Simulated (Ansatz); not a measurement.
Crystal: TaTl.

```
Ta Tl
1.0
     3.62212    0.00000    0.00000
     0.00000    3.62212    0.00000
     0.00000    0.00000    3.62212
Ta Tl
1 1
Direct
  0.00000 0.00000 0.00000
  0.50000 0.50000 0.50000
```

The cell was built by a generator and needn't be a form met in nature.

Base run:

```yaml
Program: Ansatz 0.2.0
Functional: PBE
Potentials_or_basis: Ansatz PAW
Cutoff: "420 eV (not typed: the program's choice for these potentials)"
k_mesh: 7 × 7 × 7
Occupations: fermi-dirac, width 0.05 eV
Spin: no spin polarisation
```

Its results: band gap on the k mesh none (metal or under the smearing width); pressure -13.5 GPa.

**Question.** The run is repeated on the same cell with these changes: functional from PBE to revPBE. What comes out?

**Answer.** Band gap on the k mesh none (metal or under the smearing width); pressure -11.9 GPa.

revPBE binds less tightly than PBE, so the same cell stands under more pressure.

Caveats: spin-orbit coupling is left out, which moves the levels of the heavy elements; the PAW data sets come from PBE, with cores solved anew for the run's functional, which leaves a small shift of forces and pressure (some runs).
